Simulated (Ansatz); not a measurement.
# Rb2Al: the cost of one run

Method: DFT PBE, scalar-relativistic, plane waves, PAW, in Ansatz 0.2.0.

2 further runs of the same task are left out: 1 that didn't finish, 1 set aside as unsound or not needed.

## (1) Starting point

The structure is hexagonal, space group P6/mmm (No. 191). The conventional cell has a = 6.997 Å, b = 6.997 Å, c = 14.000 Å, α = 90.00°, β = 90.00°, γ = 120.00°. Rb (site symmetry -6m2) has 3 Al at 4.04 Å and 3 Rb at 4.04 Å as nearest neighbours. Al (site symmetry 6/mmm) has 6 Rb at 4.04 Å as nearest neighbours.

Coordinates:

```cif
data_structure
_symmetry_space_group_name_H-M 'P 1'
_symmetry_Int_Tables_number 1
_cell_length_a 6.9968
_cell_length_b 6.9968
_cell_length_c 14.0000
_cell_angle_alpha 90.000
_cell_angle_beta 90.000
_cell_angle_gamma 120.000
_cell_volume 593.55
loop_
_atom_site_label
_atom_site_type_symbol
_atom_site_fract_x
_atom_site_fract_y
_atom_site_fract_z
_atom_site_occupancy
Rb1 Rb 0.66667 0.33333 0.50000 1
Rb2 Rb 0.33333 0.66667 0.50000 1
Al1 Al 0.00000 0.00000 0.50000 1
```

Recipe of the guess: random sheet by layer group and Wyckoff sites. Its size is a rough estimate.

It is a sheet, periodic along a and b, with vacuum along c; volumes and pressures of the box carry no meaning, and space groups named for it are those of the box.

## (2) The guess as it stands, on a coarse mesh

The input, input.yaml:

```yaml
crystal:
  lattice:
    - [6.996806, 0.0, 0.0]
    - [-3.498403, 6.059412, 0.0]
    - [0.0, 0.0, 14.0]
  atoms:
    - { symbol: Rb, position: [0.66666667, 0.33333333, 0.5] }
    - { symbol: Rb, position: [0.33333333, 0.66666667, 0.5] }
    - { symbol: Al, position: [0.0, 0.0, 0.5] }
  periodic: [true, true, false]
basis:
  ecutwfc: 420
kpoints:
  mp_grid: { grid: [3, 3, 1] }
hamiltonian:
  xc: pbe
scf:
  occupations: { method: gaussian, width: 0.1 }
  lower_state_search: "off"
output:
  forces: true
  stress: true
  eigenvalues: true
```

On the command line:

```bash
> ansatz run input.yaml --threads 1 --pin off --max-ram 2048MiB --backend cpu --events-out ev --progress --plain --runs-dir out
```

Q: Estimate wall time and peak memory on 1 thread of Arm Neoverse V1, shared host.

About 6.5 s, with a peak of 0.7 GiB.
